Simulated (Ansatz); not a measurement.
Task: a single point in a Gaussian basis of C3H6OSi, SMILES CC1=C[SiH2]O1, with Ansatz 0.2.0, Python API. Give the script and its output. Level of theory: PBE, 6-31G* basis, multiplicity 1.

`c3h6osi.xyz`
```text
11

C    -1.69650    0.60420    0.19070
C    -0.28430    0.13470   -0.08990
C     0.53350   -0.51370    0.74220
Si    1.85500   -0.53280   -0.57940
O     0.43670    0.22280   -1.19620
H    -1.74530    1.38760    0.99850
H    -2.11380    1.13570   -0.71430
H    -2.35490   -0.17450    0.43480
H     0.49560   -0.83370    1.82420
H     2.93960    0.37510   -0.39460
H     1.99980   -1.86240   -1.19550
```

`c3h6osi_energy.py`
```python
from pathlib import Path

import ansatz as az
import numpy as np
import pandas as pd

system = az.Crystal.molecule_from_extxyz("c3h6osi.xyz")

base = system.calculation()
base = base.basis(gaussian="6-31G*")
base = base.functional("pbe")
base = base.forces()
base = base.orbitals()
print(base.to_yaml())
outcome = base.run(threads=1, runs_dir="runs")
r = outcome.report

print(f"E = {r['free_energy_ev']:.6f} eV = {r['free_energy_ev'] / 27.211386246:.7f} Ha")
print("converged:", r["converged"], " doubts:", r["published_state_doubts"] or "none")

symbols = [site.symbol for site in system.cartesian_sites]
forces = np.array(r["forces_ev_ang"])
print("largest force", round(float(np.linalg.norm(forces, axis=1).max()), 4), "eV/A, rms", round(float(np.sqrt((forces ** 2).mean())), 4))

charges = r["charge_distribution"]
table = pd.DataFrame({"atom": symbols, "mulliken": charges["mulliken_charges_e"], "lowdin": charges["lowdin_charges_e"]})
print(table.round(3).to_string())
print("dipole (e A):", np.round(charges["dipole_moment_e_ang"], 4) + 0.0)

lines = Path(r["orbitals_path"]).read_text().splitlines()
field_of = lambda key: [line.split("=")[1].strip() for line in lines if line.startswith(key)]
orbitals = [(27.211386 * float(e), s, float(n)) for e, s, n in zip(field_of("Ene="), field_of("Spin="), field_of("Occup="))]
homo = max(e for e, _, n in orbitals if n > 0.5)
lumo = min(e for e, _, n in orbitals if n < 0.5)
for e, spin, n in sorted(orbitals):
    if homo - 15 < e < lumo + 5:
        print(f"{spin:6s} {e:10.3f} eV  occupation {n:.0f}")
```

```console
$ python c3h6osi_energy.py
crystal:
  periodic: [false, false, false]
  atoms:
    - { symbol: C, position_ang: [-1.6965, 0.6042, 0.1907] }
    - { symbol: C, position_ang: [-0.2843, 0.1347, -0.0899] }
    - { symbol: C, position_ang: [0.5335, -0.5137, 0.7422] }
    - { symbol: Si, position_ang: [1.855, -0.5328, -0.5794] }
    - { symbol: O, position_ang: [0.4367, 0.2228, -1.1962] }
    - { symbol: H, position_ang: [-1.7453, 1.3876, 0.9985] }
    - { symbol: H, position_ang: [-2.1138, 1.1357, -0.7143] }
    - { symbol: H, position_ang: [-2.3549, -0.1745, 0.4348] }
    - { symbol: H, position_ang: [0.4956, -0.8337, 1.8242] }
    - { symbol: H, position_ang: [2.9396, 0.3751, -0.3946] }
    - { symbol: H, position_ang: [1.9998, -1.8624, -1.1955] }
basis:
  gaussian:
    orbitals: "6-31G*"
hamiltonian:
  xc: pbe
output:
  orbitals: {}
  forces: true

E = -13120.838470 eV = -482.1819201 Ha
converged: True  doubts: none
largest force 6.1358 eV/A, rms 1.7708
   atom  mulliken  lowdin
0     C    -0.576  -0.315
1     C     0.373  -0.098
2     C    -0.366  -0.356
3    Si     0.482   0.397
4     O    -0.525  -0.100
5     H     0.187   0.146
6     H     0.174   0.138
7     H     0.206   0.143
8     H     0.107   0.124
9     H    -0.025  -0.038
10    H    -0.037  -0.042
dipole (e A): [ 0.0885 -0.0104  0.0854]
Alpha     -18.447 eV  occupation 2
Alpha     -16.625 eV  occupation 2
Alpha     -14.135 eV  occupation 2
Alpha     -11.545 eV  occupation 2
Alpha     -11.156 eV  occupation 2
Alpha     -10.707 eV  occupation 2
Alpha     -10.580 eV  occupation 2
Alpha      -9.660 eV  occupation 2
Alpha      -9.169 eV  occupation 2
Alpha      -8.143 eV  occupation 2
Alpha      -7.235 eV  occupation 2
Alpha      -6.309 eV  occupation 2
Alpha      -4.456 eV  occupation 2
Alpha      -1.005 eV  occupation 0
Alpha      -0.161 eV  occupation 0
Alpha       0.353 eV  occupation 0
Alpha       2.020 eV  occupation 0
Alpha       2.968 eV  occupation 0
Alpha       3.093 eV  occupation 0
Alpha       3.710 eV  occupation 0
```

These settings explore the input space; basis and method may be short of convergence. The geometry is a force-field or estimated start, not a minimum of this method, and the basis set is short of its limit. The Löwdin charges here are taken after orthogonalising the functions within each atom; they differ from plain Löwdin charges, and their signs can be unphysical. Alpha marks a spatial orbital of a restricted run, filled by both spins. Levels such as HOMO and LUMO are orbital energies: with these approximate functionals they aren't the ionisation energy and electron affinity, and their gap isn't the fundamental gap. Finished in 2.7 s on 1 thread of AMD EPYC 9B14 (Zen 4), with other jobs on the host, peak memory 0.24 GiB.
